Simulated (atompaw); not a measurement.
# Dy: generating and testing a PAW (atompaw) potential

Do these settings give a usable potential? It is generated, then checked for scattering, ghosts and hardness.

Method: atompaw 4.2.0.5, PBEsol, scalar-relativistic.

## 1. The atom and the settings

Typed settings, in words:

```
element                 : dysprosium (Dy, Z = 66)
type                    : PAW
frozen core             : [Kr] 4d10
valence charge          : 20
reference configuration : 4f9.5 5s2 5p6 5d0.5 6s2 6p0
partial waves           : 5s (bound): rc 1.55 bohr; 6s (bound): rc 2.20 bohr; 5p (bound): rc 2.20 bohr; 6p (bound, empty): rc 2.20 bohr; 5d (bound): rc 2.20 bohr; 5d channel at 0.4 Ry: rc 2.20 bohr; 4f (bound): rc 1.15 bohr; 4f channel at 0.35 Ry: rc 1.15 bohr
local potential         : bessel scheme, radius 2.15 bohr
core correction         : smooth core density matched at 1.30 bohr
augmentation charge     : besselshape compensation charge, radius 1.70 bohr; PAW radius 2.20 bohr; waves and projectors: custom rrkj gramschmidtortho
```

An earlier all-electron run gives the scale for the radii.

All-electron outer shells of the reference configuration (PBEsol, scalar-relativistic, ld1.x):

```tsv
shell	level (eV)	outermost node (bohr)	outermost maximum (bohr)
4p	-294.81	0.28	0.51
4d	-156.32	0.26	0.53
5s	-50.94	0.63	1.16
5p	-27.00	0.67	1.31
4f	-6.10	–	0.53
6s	-4.07	1.56	3.35
5d	-1.78	0.76	2.01
6p	-1.25	1.89	4.59
```

## 2. Generation

Dy.input reads:

```
Dy 66
GGA-PBESOL scalarrelativistic loggrid 2001 logderivrange -6 5 276
6 6 5 4 0 0
6 1 0
5 2 0.5
4 3 9.5
0 0 0
c
c
c
c
v
v
c
c
c
v
v
c
c
v
v
3
2.20 1.70 2.15 1.30
n
n
y
0.4
n
y
0.35
n
custom rrkj gramschmidtortho besselshape
bessel
1.55
2.20
2.20
2.20
2.20
2.20
1.15
1.15
PWSCFOUT
UPFDX 0.0125d0 UPFXMIN -7.d0 UPFZMESH 66.d0
END
```

On the command line:

```bash
$ atompaw < Dy.input > Dy.log
```

**Question.** What will these runs give? Wanted: cutoffs for 10 and 1 mRy, occupied levels; bound ghosts; largest phase difference near zero energy, channels read; lowest eigenvalue of the overlap; share of valence orbitals outside the PAW sphere; UPF file.

**Answer**, as computed:

| quantity | value |
| --- | --- |
| cutoffs for 10 and 1 mRy, occupied levels | 160 Ry and 230 Ry |
| bound ghosts | none found |
| largest phase difference near zero energy, channels read | 0.001 rad |
| lowest eigenvalue of the overlap (Bessel basis) | 0.052 (s) |
| share of valence orbitals outside the PAW sphere | 5s 3 %, 6s 93 %, 5p 11 %, 6p 97 %, 5d 66 %, 4f 2 % |
| UPF file | written |

It counts as very hard, with 160 Ry needed at the looser tolerance. The slowest occupied level is 4f: taken alone it needs 160 Ry to come within 1 mRy, against 21 Ry for 5s. No bound ghost shows below the valence levels. Near zero energy the phases of the channels with partial waves agree within 0.001 rad. These are tests on the free atom; a crystal test is still owed.
